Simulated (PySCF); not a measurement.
# CH4BGaO2 (SMILES [OH][Ga]1[BH]O[CH2]1): levels of theory compared

We compute a comparison of 3 runs (B2PLYP/cc-pVDZ, B3LYP/6-31G*, MP2/6-31G) of CH4BGaO2. The job is set up through a Python script.

The calculation is run with PySCF 2.14.0.

**1. The structure to begin with**

The species is CH4BGaO2 (9 atoms), meant as a singlet with charge 0. SMILES: `[OH][Ga]1[BH]O[CH2]1`. The shape is that of a PBE0-D4/def2-TZVP optimisation. This is one conformer, not always the lowest.

Bond lengths: O1–Ga2 1.783 Å, Ga2–B3 2.109 Å, B3–O4 1.344 Å, Ga2–C5 2.048 Å, O4–C5 1.464 Å, O1–H6 0.960 Å, B3–H7 1.194 Å, C5–H8 1.092 Å, C5–H9 1.092 Å. Some angles: O1–Ga2–B3 155.6°, O1–Ga2–C5 135.3°, B3–Ga2–C5 69.1°, Ga2–B3–O4 88.8°, B3–O4–C5 114.1°, Ga2–C5–O4 88.1°, Ga2–O1–H6 114.5°, Ga2–B3–H7 149.7°, O4–B3–H7 121.5°, Ga2–C5–H8 120.2°.

**2. A single-point energy at B2PLYP/cc-pVDZ (run 1)**

File run.py:

```python
# [OH][Ga]1[BH]O[CH2]1
from pyscf import gto, dft, mp

system = gto.Mole()
system.atom = '''
O       -0.140900       2.668400      -0.180000
Ga       0.206000       0.920500      -0.222600
B        1.299500      -0.808200      -0.735000
O        0.383300      -1.546100      -0.084800
C       -0.698300      -0.762500       0.515200
H       -0.939100       2.905000       0.298100
H        2.237800      -1.312200      -1.273600
H       -0.704200      -0.956900       1.589800
H       -1.644100      -1.108100       0.092800
'''
system.max_memory = 1860
system.basis = 'cc-pvdz'
system.verbose = 4
system.spin = 0
system.build()

myscf = dft.RKS(system)
myscf.xc = '0.53*HF + 0.47*B88, 0.73*LYP'
myscf.grids.level = 5
myscf.conv_tol = 1e-10
myscf.kernel()
if not myscf.converged:
    myscf = myscf.newton().run(myscf.mo_coeff, myscf.mo_occ)

pt = mp.MP2(myscf, frozen=13).run()
e_tot = myscf.e_tot + 0.27 * pt.e_corr
print('PT2 part  %.8f' % (0.27 * pt.e_corr))
print('E = %.10f Eh' % e_tot)
myscf.analyze()
```

Command:

```sh
$ OMP_NUM_THREADS=1 python run.py
```

The log of the run:

```text
PySCF version 2.14.0

[... 97 lines left out ...]
Two-electron Coulomb Energy =         1263.773301135272050
[... 14 lines left out ...]
MO #12  energy= -4.08788656713279  occ= 2
[... 12 lines left out ...]
MO #25  energy= -0.525749140427609 occ= 2
[... 12 lines left out ...]
MO #38  energy= 0.174449130018343  occ= 0
[... 12 lines left out ...]
MO #51  energy= 0.504096738266445  occ= 0
[... 12 lines left out ...]
MO #64  energy= 0.929568626457297  occ= 0
[... 12 lines left out ...]
MO #77  energy= 1.57185582699266   occ= 0
[... 12 lines left out ...]
MO #90  energy= 2.27947919013825   occ= 0
[... 12 lines left out ...]
MO #103 energy= 3.84040963464203   occ= 0
[... 115 lines left out ...]
Dipole moment(X, Y, Z, Debye): -1.66076,  0.33008,  1.00904
```

Run time: 72 s. Hardware: 1 thread of Intel Xeon at 2.50GHz (Skylake/Cascade Lake), shared host; peak memory 0.55 GiB.

**3. Energy and forces at B3LYP/6-31G(d) (Cartesian functions) (run 2)**

File calc.py:

```python
from pyscf import gto, dft

system = gto.M(
    atom='''
O   -0.140900   2.668400  -0.180000
Ga   0.206000   0.920500  -0.222600
B    1.299500  -0.808200  -0.735000
O    0.383300  -1.546100  -0.084800
C   -0.698300  -0.762500   0.515200
H   -0.939100   2.905000   0.298100
H    2.237800  -1.312200  -1.273600
H   -0.704200  -0.956900   1.589800
H   -1.644100  -1.108100   0.092800
''',
    basis='6-31g*',
    verbose=4,
    cart=True,
    max_memory=1860,
)

calc0 = dft.RKS(system, xc='b3lyp')
calc0.conv_tol = 1e-10
calc0.grids.level = 5
calc0.kernel()
if not calc0.converged:
    calc0 = calc0.newton().run(calc0.mo_coeff, calc0.mo_occ)

etot = calc0.e_tot
print('E = %.10f Eh' % etot)
grad = calc0.nuc_grad_method().kernel()
dip = calc0.dip_moment()
pop, q = calc0.mulliken_pop()
```

Command:

```sh
$ OMP_NUM_THREADS=1 python calc.py
```

The log of the run:

```text
PySCF version 2.14.0

[... 82 lines left out ...]
converged SCF energy = -2140.44675447174
[... 13 lines left out ...]
Dipole moment(X, Y, Z, Debye): -1.75793, -0.00434,  1.10411
[... 113 lines left out ...]
charge of    8H =      0.15884
```

It took 2.2 min on 1 thread of Intel Xeon at 2.50GHz (Skylake/Cascade Lake), shared host; peak memory 1 GiB.

**4. Energy and gradient at MP2/6-31G (run 3)**

File start.xyz:

```xyz
9
CH4BGaO2
O     -0.140900     2.668400    -0.180000
Ga     0.206000     0.920500    -0.222600
B      1.299500    -0.808200    -0.735000
O      0.383300    -1.546100    -0.084800
C     -0.698300    -0.762500     0.515200
H     -0.939100     2.905000     0.298100
H      2.237800    -1.312200    -1.273600
H     -0.704200    -0.956900     1.589800
H     -1.644100    -1.108100     0.092800
```

File input.py:

```python
# [OH][Ga]1[BH]O[CH2]1
from pyscf import gto, scf, mp

system = gto.M(
    atom='start.xyz',
    max_memory=1860,
    verbose=4,
    basis='6-31g',
)

mf = scf.RHF(system)
mf.conv_tol = 1e-10
mf.kernel()
if not mf.converged:
    mf = mf.newton().run(mf.mo_coeff, mf.mo_occ)

pt = mp.MP2(mf, frozen=13).run()
e_final = pt.e_tot
print('E = %.10f Eh' % e_final)
grad = pt.nuc_grad_method().kernel()
dip = mf.dip_moment()
pop, q = mf.mulliken_pop()
```

Command:

```sh
$ OMP_NUM_THREADS=1 python input.py
```

The log of the run:

```text
PySCF version 2.14.0

[... 67 lines left out ...]
converged SCF energy = -2137.44537548565
[... 17 lines left out ...]
Dipole moment(X, Y, Z, Debye): -1.94220,  0.70648,  1.14720
[... 81 lines left out ...]
charge of    8H =      0.18143
```

It took 59 s on 1 thread of Intel Xeon at 2.50GHz (Skylake/Cascade Lake), shared host; peak memory 0.48 GiB.

**5. All runs side by side**

```tsv
run	level	task	Cartesian functions	energy (Eh)	dipole moment (D) of the reference	HOMO energy (eV)	LUMO energy (eV)	wall time
1	B2PLYP/cc-pVDZ	energy	no	-2140.038784	1.97	-7.75	-0.49	72 s
2	B3LYP/6-31G* (Cartesian functions)	gradient	yes	-2140.446754	2.08	-6.54	-1.79	2.2 min
3	MP2/6-31G	gradient	no	-2138.043044	2.36	-9.67	1.06	59 s
```

**6. Results**

| quantity | value |
| --- | --- |
| run 3: total energy | -2138.04304 Eh |
| run 3: dipole moment (Hartree–Fock density) | 2.36 D |
| run 3: HOMO energy (Hartree–Fock orbitals) | -9.67 eV |
| run 3: LUMO energy (Hartree–Fock orbitals) | 1.06 eV |
| run 3: HOMO–LUMO gap (Hartree–Fock orbitals) | 10.73 eV |
| run 3: correlation energy (13 core orbitals frozen) | -597.7 mEh |
| run 3: largest force on an atom | 2.156 eV/Å |

What this shows: Totals of different functionals can't be ranked against each other. All runs together took 4.4 min, the longest 2.2 min.
